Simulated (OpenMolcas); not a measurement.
# Re⁴⁺ among point charges: CASSCF and CASPT2 levels and susceptibility

How does a field of 4 point charges split the states of Re⁴⁺, and what χT follows?

The numbers are computed with OpenMolcas 26.06 (state-averaged CASSCF and CASPT2, spin-orbit coupling by RASSI with atomic mean-field integrals), except any that are marked as measured or tabulated.

### Step 1. What is computed

- Species: Re⁴⁺ (rhenium, Z = 75, 71 electrons)
- Basis: ANO-RCC-VDZP [7s6p4d2f1g], 68 functions
- Scalar Hamiltonian: DKH2, point nucleus
- Inactive shells: 1s 2s 2p 3s 3p 3d 4s 4p 4d 4f 5s 5p
- Active space: 3 electrons in 5 orbitals (5d)
- Some configurations of this space: 5d3
- Orbitals: optimised for each spin and parity, averaged over all roots

Outer shells as boxes (Hund's rule):

5d3
```
5d [↑ ][↑ ][↑ ][  ][  ]
```

The ion sits among 4 point charges of -2 e arranged as a square (D4h), 2.26 Å from the ion.

The work runs as a chain of OpenMolcas steps in one folder; each step below is one input file. Labels, J, g values, rates, χT and fits are worked out afterwards by a script from the matrices that RASSI stores. The input lists half of the charges; inversion (Group=XYZ) makes the rest.

### Step 2. One- and two-electron integrals

a.inp

```
&GATEWAY
Coord
1

Re 0.0 0.0 0.0
Basis=ANO-RCC-VDZP
Group=XYZ
NoMove
AngMom=0.0 0.0 0.0
AMFI
XField
2 Angstrom 0
2.260000 0.000000 0.000000 -2.000000
0.000000 2.260000 0.000000 -2.000000
&SEWARD
```

Started as:

```sh
OMP_NUM_THREADS=1 MOLCAS_MEM=1689 MOLCAS_PROJECT=a pymolcas a.inp > a.log
```

### Step 3. CASSCF: quartets of even parity, 10 roots

a.inp

```
&RASSCF
FileOrb=start.orb
Symmetry=1
Spin=4
nActEl=3 0 0
Inactive=15 19
Ras2=5 0
CIRoot=10 10 1
SDav=10
CIMx=300
Iter=120 100
PrWF=0.3
OrbListing=Nothing
MaxOrb=0
>>> COPY $Project.JobIph JOB001
```

start.orb holds the contracted functions of the basis, ordered by shell, or the orbitals of the step before.

### Step 4. Reference wave functions, doublets of even parity, 40 roots

a.inp

```
&RASSCF
FileOrb=start.orb
Symmetry=1
Spin=2
nActEl=3 0 0
Inactive=15 19
Ras2=5 0
CIRoot=40 40 1
SDav=40
CIMx=300
Iter=120 100
PrWF=0.3
OrbListing=Nothing
MaxOrb=0
>>> COPY $Project.JobIph JOB002
```

### Step 5. State interaction with spin-orbit coupling

a.inp

```
&RASSI
NrOfJobIphs=2 10 40
1 2 3 4 5 6 7 8 9 10
1 2 3 4 5 6 7 8 9 10 11 12 13 14 15 16 17 18 19 20 21 22 23 24 25 26 27
28 29 30 31 32 33 34 35 36 37 38 39 40
IphNames
JOB001
JOB002
EJob
SpinOrbit
DIPRint=1.0
SOCoupling=1000.0
Subsets=2
Property=9
'ANGMOM' 1 'ANGMOM' 2 'ANGMOM' 3 'MLTPL  1' 1 'MLTPL  1' 2 'MLTPL  1' 3
'AMFI' 1 'AMFI' 2 'AMFI' 3
SOProperty=3
'ANGMOM' 1 'ANGMOM' 2 'ANGMOM' 3
```

### Step 6. CASPT2: IPEA 0.25, imaginary shift 0.1 (closed shells correlated: 5s 5p)

a.inp

```
>>> COPY JOB001 $Project.JobIph
&CASPT2
Multistate=10 1 2 3 4 5 6 7 8 9 10
NoMult
Frozen=14 16
IPEA=0.25
Imaginary=0.1
MaxIter=60
WThr=0.0 0.3 0.05
PrWF=0.5
NoMix
>>> COPY JOB002 $Project.JobIph
&CASPT2
Multistate=40 1 2 3 4 5 6 7 8 9 10 11 12 13 14 15 16 17 18 19 20 21 22
23 24 25 26 27 28 29 30 31 32 33 34 35 36 37 38 39 40
NoMult
Frozen=14 16
IPEA=0.25
Imaginary=0.1
MaxIter=60
WThr=0.0 0.3 0.05
PrWF=0.5
NoMix
```

(Steps that only read results are left out.)

Before running it: what results should come out? Wanted: spin-free ground state; first state of the same spin within the active space; lowest level; next level.

The runs gave:

| quantity | value |
| --- | --- |
| method | SS-CASPT2, IPEA 0.25, imaginary shift 0.1 (closed shells correlated: 5s 5p) |
| spin-free ground state | 4A2, 1-fold in its orbital part |
| first state of the same spin within the active space | 4E at 5400 cm⁻¹ |
| lowest level | 2-fold E3/2, g = 0.19, 0.19, 2.89 |
| next level | 1910.0 cm⁻¹ |
| χT at 300 K | 0.32 cm³ K/mol |
| effective moment at 300 K | 1.61 μB |

Cost by method:

| method | time of its own steps | time with the reference |
| --- | --- | --- |
| A. CASSCF | 9.7 s | 9.7 s |
| B. SS-CASPT2, IPEA 0.25, imaginary shift 0.1, +5s 5p | 4.8 s | 14 s |

Times are of one thread on a shared host.

**Reading.** The spin-free ground state (4A2) comes to 61 % from free-ion P terms and keeps the highest spin of the shell. χT at 300 K is 0.32, against 1.88 cm³ K/mol for the spin alone, so spin-orbit coupling lowers it. The field of point charges can differ much from that of real complexes. Point charges carry no covalency, so the field is a model and not that of real ligands.
